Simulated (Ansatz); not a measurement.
# C3H12GaN (SMILES C[Ga-](C)(C)[NH3+]): r2SCAN/6-31G(d) (spherical functions)

Aim: the electronic atomisation energy of C3H12GaN at r2SCAN/6-31G* (spherical functions), from 5 runs. 

The calculation is run with Ansatz 0.2.0.

39 further runs of the same task are left out: 2 that didn't finish, 37 set aside as unsound or not needed.

## 1. The system as given

C3H12GaN: 17 atoms, total charge 0, spin state singlet. As SMILES, `C[Ga-](C)(C)[NH3+]`. Geometry: relaxed at PBE0-D4/def2-TZVP.

Bond lengths: C1–Ga2 1.995 Å, Ga2–C3 1.995 Å, Ga2–C4 1.995 Å, Ga2–N5 2.185 Å, C1–H6 1.094 Å, C1–H7 1.094 Å, C1–H8 1.094 Å, C3–H9 1.094 Å, C3–H10 1.094 Å, C3–H11 1.094 Å, C4–H12 1.094 Å, C4–H13 1.094 Å, C4–H14 1.094 Å, N5–H15 1.013 Å, N5–H16 1.013 Å, N5–H17 1.013 Å. Some angles: C1–Ga2–C3 117.9°, C1–Ga2–C4 117.9°, C1–Ga2–N5 98.5°, C3–Ga2–C4 117.9°, C3–Ga2–N5 98.5°, C4–Ga2–N5 98.5°, Ga2–C1–H6 110.3°, Ga2–C1–H7 112.2°, Ga2–C1–H8 112.2°, Ga2–C3–H9 112.2°.

## 2. A single-point energy at r2SCAN/6-31G(d) (spherical functions)

job.yaml reads:

```yaml
crystal:
  periodic: [false, false, false]
  atoms:
    - {symbol: C, position_ang: [-0.724690, 0.767350, -1.780960]}
    - {symbol: Ga, position_ang: [0.155500, -0.156590, -0.247090]}
    - {symbol: C, position_ang: [2.027140, 0.365110, 0.206730]}
    - {symbol: C, position_ang: [-0.422310, -2.018890, 0.176160]}
    - {symbol: N, position_ang: [-0.870130, 0.876400, 1.382070]}
    - {symbol: H, position_ang: [-0.337770, 0.382760, -2.729300]}
    - {symbol: H, position_ang: [-0.538820, 1.845740, -1.776900]}
    - {symbol: H, position_ang: [-1.807520, 0.609810, -1.793330]}
    - {symbol: H, position_ang: [2.328700, 0.007070, 1.195860]}
    - {symbol: H, position_ang: [2.727720, -0.067300, -0.513810]}
    - {symbol: H, position_ang: [2.173270, 1.449260, 0.179340]}
    - {symbol: H, position_ang: [-0.082930, -2.343380, 1.164610]}
    - {symbol: H, position_ang: [-0.002060, -2.721570, -0.549520]}
    - {symbol: H, position_ang: [-1.509750, -2.134500, 0.136040]}
    - {symbol: H, position_ang: [-0.554260, 0.531670, 2.281190]}
    - {symbol: H, position_ang: [-1.871800, 0.734050, 1.323650]}
    - {symbol: H, position_ang: [-0.690280, 1.873060, 1.345280]}
basis:
  gaussian: {orbitals: 6-31G_st_-spherical.json}
hamiltonian: {xc: {name: r2SCAN}}
accuracy: high
output: {orbitals: {seedname: orbitals}}
```

The basis set 6-31G* is read from a file made from the Basis Set Exchange's data (not shown).

The run is started by

```sh
$ ansatz run job.yaml --threads 1 --pin off --max-ram 3480MiB --events-out events.jsonl --progress --plain --runs-dir runs
```

Log:

```text
Warning: RAYON_NUM_THREADS=1 ignored (pool sized by the plan → 1); use --threads N
Functional definition: r2SCAN
  name "r2SCAN"
  parameter k0 = 0.174
  parameter k1 = 0.065
  parameter a1 = 4.9479
  exchange = r2scan_x(k0 = k0, k1 = k1, a1 = a1)
  correlation = r2scan_c
2790 factors; integrals over basis functions are off by at most 7.7e-9 eV
mean field evaluation 1: about -57145.6091 eV, gradient 9.2e1 eV
mean field evaluation 2: about -57132.0693 eV, gradient 1.2e2 eV
mean field evaluation 4: about -57164.3299 eV, gradient 4.6e0 eV
mean field evaluation 8: about -57164.3548 eV, gradient 2.2e-1 eV
mean field evaluation 16: about -57164.3548 eV, gradient 4.7e-6 eV
mean field -57164.35484478 eV, -2100.7512931542 hartree, gradient 9.1e-9 eV, S^2 0.000000; 0 other end points of the search recorded, 0 dependent functions left out
reference -57164.35484597 eV, -2100.7512931980 hartree; 34, 34 occupied and 78, 78 virtual orbitals, 2790 factors
Total energy: -57164.35484597 eV, -2100.7512931980 hartree
```

Wall time 36 s (1 thread of Arm Neoverse V1, shared host); peak memory 0.48 GiB.

## 3. The C atom at the same level

molecule.yaml reads:

```yaml
basis:
  gaussian: {orbitals: 6-31G_st_-spherical.json}
crystal:
  periodic: [false, false, false]
  atoms:
    - {symbol: C, position_ang: [0.000000, 0.000000, 0.000000]}
magnetization: {spin_polarized: true, initial_magnetization: 2}
hamiltonian: {xc: {name: r2SCAN}}
accuracy: high
```

The basis set 6-31G* is read from a file made from the Basis Set Exchange's data (not shown).

The run is started by

```sh
$ ansatz run molecule.yaml --threads 1 --pin off --max-ram 3480MiB --events-out events.jsonl --progress --plain --runs-dir runs
```

Log (excerpt; [...] marks lines left out):

```text
Warning: RAYON_NUM_THREADS=1 ignored (pool sized by the plan → 1); use --threads N
[... 7 set-up lines as earlier in the session ...]
96 factors; integrals over basis functions are off by at most 1.1e-9 eV
mean field evaluation 1: about -1029.0211 eV, gradient 4.2e0 eV
mean field evaluation 2: about -1029.1061 eV, gradient 1.1e0 eV
mean field evaluation 4: about -1029.1144 eV, gradient 2.7e-3 eV
mean field evaluation 8: about -1029.1129 eV, gradient 3.1e-4 eV
mean field evaluation 16: about -1029.1128 eV, gradient 1.3e-1 eV
mean field -1029.11292716 eV, -37.8192025152 hartree, gradient 5.3e-8 eV, S^2 2.003520; 1 other end points of the search recorded, 0 dependent functions left out
reference -1029.11292771 eV, -37.8192025357 hartree; 4, 2 occupied and 10, 12 virtual orbitals, 96 factors
Total energy: -1029.11292771 eV, -37.8192025357 hartree
```

Wall time 1.2 s (1 thread of Arm Neoverse V1, shared host); peak memory 0.092 GiB.

## 4. The Ga atom, same level

in.yaml reads:

```yaml
basis:
  gaussian:
    orbitals: 6-31G_st_-spherical.json
crystal:
  periodic: [false, false, false]
  atoms:
    - symbol: Ga
      position_ang: [0.000000, 0.000000, 0.000000]
magnetization:
  spin_polarized: true
  initial_magnetization: 1
hamiltonian:
  xc: {name: r2SCAN}
accuracy: high
```

The basis set 6-31G* is read from a file made from the Basis Set Exchange's data (not shown).

Run the same way, it converges to -1924.51273 Eh (log not shown).

## 5. The H atom, same level

molecule.yaml reads:

```yaml
basis:
  gaussian:
    orbitals: "6-31G*"
crystal:
  periodic: [false, false, false]
  atoms:
    - {symbol: H, position_ang: [0.000000, 0.000000, 0.000000]}
magnetization:
  spin_polarized: true
  initial_magnetization: 1
hamiltonian:
  xc: r2scan
accuracy: high
```

Run the same way, it converges to -0.49823 Eh (log not shown).

## 6. The N atom at the same level

in.yaml reads:

```yaml
basis:
  gaussian:
    orbitals: 6-31G_st_-spherical.json
crystal:
  periodic: [false, false, false]
  atoms:
    - {symbol: N, position_ang: [0.000000, 0.000000, 0.000000]}
magnetization:
  spin_polarized: true
  initial_magnetization: 3
hamiltonian:
  xc: r2scan
accuracy: high
```

The basis set 6-31G* is read from a file made from the Basis Set Exchange's data (not shown).

Run the same way, it converges to -54.56074 Eh (log not shown).

## 7. Summary of results

At r2SCAN/6-31G* (spherical functions):

| quantity | value |
| --- | --- |
| molecule: total energy | -2100.75129 Eh |
| molecule: HOMO energy | -5.45 eV |
| molecule: LUMO energy | 0.57 eV |
| molecule: HOMO–LUMO gap | 6.02 eV |
| C atom: total energy | -37.81920 Eh |
| C atom: ⟨S²⟩ | 2.004 |
| Ga atom: total energy | -1924.51273 Eh |
| Ga atom: ⟨S²⟩ | 0.754 |
| H atom: total energy | -0.49823 Eh |
| H atom: ⟨S²⟩ | 0.750 |
| N atom: total energy | -54.56074 Eh |
| N atom: ⟨S²⟩ | 3.753 |
| electronic atomisation energy | 60.994 eV |

**Reading.** Taking the molecule apart into free atoms costs 60.99 eV (1407 kcal/mol), before zero-point energy and without spin-orbit coupling.
